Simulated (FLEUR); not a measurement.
Here is a FLEUR MaX-R8.1 (later development tree) calculation.

Contents of inp.xml:

```xml
<?xml version="1.0" encoding="UTF-8" standalone="no"?>
<fleurInput fleurInputVersion="0.39">
   <comment>
      NbTe                                                                                                
   </comment>
   <calculationSetup>
      <cutoffs Kmax="4.22" Gmax="13.1" GmaxXC="13.1" numbands="0"/>
      <scfLoop itmax="80" minDistance="0.0001" maxIterBroyd="30" imix="Anderson" alpha="0.05" precondParam="0.0" spinf="2.0" sdNocoIR="T"/>
      <coreElectrons ctail="F" frcor="F" kcrel="0" coretail_lmax="0"/>
      <xcFunctional name="LibXC" relativisticCorrections="F">
         <LibXCName exchange="mgga_x_r2scan" correlation="mgga_c_r2scan"/>
         <AuxGGA exchange="117" correlation="130"/>
      </xcFunctional>
      <magnetism jspins="1"/>
      <soc l_soc="F" theta="0.0" phi="0.0" spav="F"/>
      <expertModes spex="0" secvar="F"/>
      <geometryOptimization l_f="F" forcealpha="1.0" forcemix="BFGS" epsdisp="0.00001" epsforce="0.00001"/>
      <ldaU l_linMix="F" mixParam="0.05" spinf="1.0"/>
   </calculationSetup>
   <cell>
      <bzIntegration valenceElectrons="35.0" mode="hist" fermiSmearingEnergy="0.00183747">
         <kPointListSelection listName="default-1"/>
         <!-- k-points included here -->
         <xi:include xmlns:xi="http://www.w3.org/2001/XInclude" href="kpts.xml"> </xi:include>
      </bzIntegration>
      <!-- symmetry operations included here -->
      <xi:include xmlns:xi="http://www.w3.org/2001/XInclude" href="sym.xml"> </xi:include>
      <bulkLattice scale="1.0">
         <bravaisMatrix>
            <row-1>    6.9976074370826797     0.0000000000000000     0.0000000000000000</row-1>
            <row-2>   -3.4988037185413399     6.0601058063025661     0.0000000000000000</row-2>
            <row-3>    0.0000000000000000     0.0000000000000000     6.9810470364846902</row-3>
         </bravaisMatrix>
      </bulkLattice>
   </cell>
   <atomSpecies>
      <species name="Tellurium (Te)" element="Te" atomicNumber="52">
         <mtSphere radius="2.32" gridPoints="773" logIncrement="0.017"/>
         <atomicCutoffs lmax="9" lnonsphr="9"/>
         <electronConfig flipSpins="F">
            <coreConfig>(1s1/2) (2s1/2) (2p1/2) (2p3/2) (3s1/2) (3p1/2) (3p3/2) (4s1/2) (3d3/2) (3d5/2)</coreConfig>
            <valenceConfig>(4p1/2) (4p3/2) (5s1/2) (4d3/2) (4d5/2) (5p1/2) (5p3/2)</valenceConfig>
            <stateOccupation state="(5p1/2)" spinUp="0.666667" spinDown="0.666667"/>
            <stateOccupation state="(5p3/2)" spinUp="1.333333" spinDown="1.333333"/>
         </electronConfig>
         <energyParameters s="5" p="5" d="5" f="4"/>
         <lo type="SCLO" l="1" n="4" eDeriv="0"/>
         <lo type="SCLO" l="1" n="4" eDeriv="1"/>
         <lo type="SCLO" l="2" n="4" eDeriv="0"/>
         <lo type="SCLO" l="2" n="4" eDeriv="1"/>
         <lo type="SCLO" l="0" n="5" eDeriv="2"/>
         <lo type="SCLO" l="3" n="4" eDeriv="2"/>
      </species>
      <species name="Niobium (Nb)" element="Nb" atomicNumber="41">
         <mtSphere radius="2.58" gridPoints="859" logIncrement="0.015"/>
         <atomicCutoffs lmax="10" lnonsphr="10"/>
         <electronConfig flipSpins="F">
            <coreConfig>(1s1/2) (2s1/2) (2p1/2) (2p3/2) (3s1/2) (3p1/2) (3p3/2) (3d3/2) (3d5/2)</coreConfig>
            <valenceConfig>(4s1/2) (4p1/2) (4p3/2) (5s1/2) (4d3/2) (4d5/2)</valenceConfig>
            <stateOccupation state="(5s1/2)" spinUp="0.500000" spinDown="0.500000"/>
            <stateOccupation state="(4d3/2)" spinUp="0.800000" spinDown="0.800000"/>
            <stateOccupation state="(4d5/2)" spinUp="1.200000" spinDown="1.200000"/>
         </electronConfig>
         <energyParameters s="5" p="5" d="4" f="4"/>
         <lo type="SCLO" l="0" n="4" eDeriv="0"/>
         <lo type="SCLO" l="1" n="4" eDeriv="0"/>
         <lo type="SCLO" l="1" n="4" eDeriv="1"/>
         <lo type="SCLO" l="2" n="4" eDeriv="2"/>
         <lo type="SCLO" l="3" n="4" eDeriv="2"/>
      </species>
   </atomSpecies>
   <atomGroups>
      <atomGroup species="Tellurium (Te)">
         <relPos label="                   1">-1.000/3.000 1.000/3.000 .0000000000</relPos>
         <force calculate="T" relaxXYZ="TTT"/>
      </atomGroup>
      <atomGroup species="Niobium (Nb)">
         <relPos label="                   2">.0000000000 .0000000000 1.000/2.000</relPos>
         <force calculate="T" relaxXYZ="TTT"/>
      </atomGroup>
   </atomGroups>
   <output dos="F" band="F" slice="F">
      <checks vchk="F" cdinf="F"/>
      <bandDOS minEnergy="-.5*Htr" maxEnergy="0.5*Htr" sigma="0.015" storeEVData="T"/>
      <vacuumDOS vacdos="F" integ="F" star="F" nstars="0" locx1="0.0" locy1="0.0" locx2="0.0" locy2="0.0" nstm="0" tworkf="0.0"/>
      <unfoldingBand unfoldBand="F" supercellX="1" supercellY="1" supercellZ="1"/>
      <plotting iplot="0" polar="F">
         <plot TwoD="T" vec1="  1.0  0.0  0.0" vec2="  0.0  1.0  0.0" vec3="  0.0  0.0  1.0" zero="  0.0  0.0  0.0" file="plot"/>
      </plotting>
      <chargeDensitySlicing numkpt="0" minEigenval="0.0" maxEigenval="0.0" nnne="0" pallst="F"/>
      <specialOutput eonly="F"/>
      <moessbauerParams electricFieldGradient="T" isomerShift="T" coreHyperfine="T" valenceHyperfine="T"/>
      <magneticCircularDichroism mcd="F" energyLo="-10.0" energyUp="0.0"/>
   </output>
  <!-- We include the file relax.xml here to enable relaxations (see documentation) -->
  <xi:include xmlns:xi="http://www.w3.org/2001/XInclude" href="relax.xml"> <xi:fallback/> </xi:include>
</fleurInput>
```

crystal.txt

```
NbTe
&input cartesian=F /
3.7029743866  0.0000000000  0.0000000000
-1.8514871933  3.2068698884  0.0000000000
0.0000000000  0.0000000000  3.6942110000
1.8897261246
1.0 1.0 1.0

2
52 0.6666666667  0.3333333333  0.0000000000
41 0.0000000000  0.0000000000  0.5000000000

&kpt div1=6 div2=6 div3=5 gamma=T /
```

Contents of inp.xml (bands):

```
<?xml version="1.0" encoding="UTF-8" standalone="no"?>
<fleurInput fleurInputVersion="0.39">
   <comment>
      NbTe                                                                                                
   </comment>
   <calculationSetup>
      <cutoffs Kmax="4.22" Gmax="13.1" GmaxXC="13.1" numbands="0"/>
      <scfLoop itmax="80" minDistance="0.0001" maxIterBroyd="30" imix="Anderson" alpha="0.05" precondParam="0.0" spinf="2.0" sdNocoIR="T"/>
      <coreElectrons ctail="F" frcor="F" kcrel="0" coretail_lmax="0"/>
      <xcFunctional name="LibXC" relativisticCorrections="F">
         <LibXCName exchange="mgga_x_r2scan" correlation="mgga_c_r2scan"/>
         <AuxGGA exchange="117" correlation="130"/>
      </xcFunctional>
      <magnetism jspins="1"/>
      <soc l_soc="F" theta="0.0" phi="0.0" spav="F"/>
      <expertModes spex="0" secvar="F"/>
      <geometryOptimization l_f="F" forcealpha="1.0" forcemix="BFGS" epsdisp="0.00001" epsforce="0.00001"/>
      <ldaU l_linMix="F" mixParam="0.05" spinf="1.0"/>
   </calculationSetup>
   <cell>
      <bzIntegration valenceElectrons="35.0" mode="hist" fermiSmearingEnergy="0.00183747">
         <kPointListSelection listName="path-1"/>
         <!-- k-points included here -->
         <xi:include xmlns:xi="http://www.w3.org/2001/XInclude" href="kpts.xml"> </xi:include>
      </bzIntegration>
      <!-- symmetry operations included here -->
      <xi:include xmlns:xi="http://www.w3.org/2001/XInclude" href="sym.xml"> </xi:include>
      <bulkLattice scale="1.0">
         <bravaisMatrix>
            <row-1>    6.9976074370826797     0.0000000000000000     0.0000000000000000</row-1>
            <row-2>   -3.4988037185413399     6.0601058063025661     0.0000000000000000</row-2>
            <row-3>    0.0000000000000000     0.0000000000000000     6.9810470364846902</row-3>
         </bravaisMatrix>
      </bulkLattice>
   </cell>
   <atomSpecies>
      <species name="Tellurium (Te)" element="Te" atomicNumber="52">
         <mtSphere radius="2.32" gridPoints="773" logIncrement="0.017"/>
         <atomicCutoffs lmax="9" lnonsphr="9"/>
         <electronConfig flipSpins="F">
            <coreConfig>(1s1/2) (2s1/2) (2p1/2) (2p3/2) (3s1/2) (3p1/2) (3p3/2) (4s1/2) (3d3/2) (3d5/2)</coreConfig>
            <valenceConfig>(4p1/2) (4p3/2) (5s1/2) (4d3/2) (4d5/2) (5p1/2) (5p3/2)</valenceConfig>
            <stateOccupation state="(5p1/2)" spinUp="0.666667" spinDown="0.666667"/>
            <stateOccupation state="(5p3/2)" spinUp="1.333333" spinDown="1.333333"/>
         </electronConfig>
         <energyParameters s="5" p="5" d="5" f="4"/>
         <lo type="SCLO" l="1" n="4" eDeriv="0"/>
         <lo type="SCLO" l="1" n="4" eDeriv="1"/>
         <lo type="SCLO" l="2" n="4" eDeriv="0"/>
         <lo type="SCLO" l="2" n="4" eDeriv="1"/>
         <lo type="SCLO" l="0" n="5" eDeriv="2"/>
         <lo type="SCLO" l="3" n="4" eDeriv="2"/>
      </species>
      <species name="Niobium (Nb)" element="Nb" atomicNumber="41">
         <mtSphere radius="2.58" gridPoints="859" logIncrement="0.015"/>
         <atomicCutoffs lmax="10" lnonsphr="10"/>
         <electronConfig flipSpins="F">
            <coreConfig>(1s1/2) (2s1/2) (2p1/2) (2p3/2) (3s1/2) (3p1/2) (3p3/2) (3d3/2) (3d5/2)</coreConfig>
            <valenceConfig>(4s1/2) (4p1/2) (4p3/2) (5s1/2) (4d3/2) (4d5/2)</valenceConfig>
            <stateOccupation state="(5s1/2)" spinUp="0.500000" spinDown="0.500000"/>
            <stateOccupation state="(4d3/2)" spinUp="0.800000" spinDown="0.800000"/>
            <stateOccupation state="(4d5/2)" spinUp="1.200000" spinDown="1.200000"/>
         </electronConfig>
         <energyParameters s="5" p="5" d="4" f="4"/>
         <lo type="SCLO" l="0" n="4" eDeriv="0"/>
         <lo type="SCLO" l="1" n="4" eDeriv="0"/>
         <lo type="SCLO" l="1" n="4" eDeriv="1"/>
         <lo type="SCLO" l="2" n="4" eDeriv="2"/>
         <lo type="SCLO" l="3" n="4" eDeriv="2"/>
      </species>
   </atomSpecies>
   <atomGroups>
      <atomGroup species="Tellurium (Te)">
         <relPos label="                   1">-1.000/3.000 1.000/3.000 .0000000000</relPos>
         <force calculate="T" relaxXYZ="TTT"/>
      </atomGroup>
      <atomGroup species="Niobium (Nb)">
         <relPos label="                   2">.0000000000 .0000000000 1.000/2.000</relPos>
         <force calculate="T" relaxXYZ="TTT"/>
      </atomGroup>
   </atomGroups>
   <output dos="F" band="T" slice="F">
      <checks vchk="F" cdinf="F"/>
      <bandDOS minEnergy="-.5*Htr" maxEnergy="0.5*Htr" sigma="0.015" storeEVData="T"/>
      <vacuumDOS vacdos="F" integ="F" star="F" nstars="0" locx1="0.0" locy1="0.0" locx2="0.0" locy2="0.0" nstm="0" tworkf="0.0"/>
      <unfoldingBand unfoldBand="F" supercellX="1" supercellY="1" supercellZ="1"/>
      <plotting iplot="0" polar="F">
         <plot TwoD="T" vec1="  1.0  0.0  0.0" vec2="  0.0  1.0  0.0" vec3="  0.0  0.0  1.0" zero="  0.0  0.0  0.0" file="plot"/>
      </plotting>
      <chargeDensitySlicing numkpt="0" minEigenval="0.0" maxEigenval="0.0" nnne="0" pallst="F"/>
      <specialOutput eonly="F"/>
      <moessbauerParams electricFieldGradient="T" isomerShift="T" coreHyperfine="T" valenceHyperfine="T"/>
      <magneticCircularDichroism mcd="F" energyLo="-10.0" energyUp="0.0"/>
   </output>
  <!-- We include the file relax.xml here to enable relaxations (see documentation) -->
  <xi:include xmlns:xi="http://www.w3.org/2001/XInclude" href="relax.xml"> <xi:fallback/> </xi:include>
</fleurInput>
```

Potentials or basis: all-electron, FLAPW.

The run is started by

```sh
$ inpgen -f crystal.txt -profile fastHighL
$ # inp.xml edited to the form shown
$ fleur_MPI
$ fleur_MPI   # second run, on inp.xml (bands)
```

Q: Predict the band gap along the path.

A: None (metal or under the smearing width).

Core levels (eV from the Fermi level):
```tsv
atom	levels
1 Te	1s1/2 -31605.8, 2s1/2 -4842.5, 2p1/2 -4536.2, 2p3/2 -4261.7, 3s1/2 -961.1, 3p1/2 -835.2, 3p3/2 -784.1, 4s1/2 -160.8, 3d3/2 -562.4, 3d5/2 -551.7
2 Nb	1s1/2 -18799.0, 2s1/2 -2627.2, 2p1/2 -2410.4, 2p3/2 -2314.6, 3s1/2 -436.6, 3p1/2 -355.0, 3p3/2 -339.4, 3d3/2 -195.6, 3d5/2 -192.7
```

Caveat: the meta-GGA is that of a development version, with a GGA for the radial functions and cores and without core tails; spin-orbit coupling is left out, which moves the levels of the heavy elements.
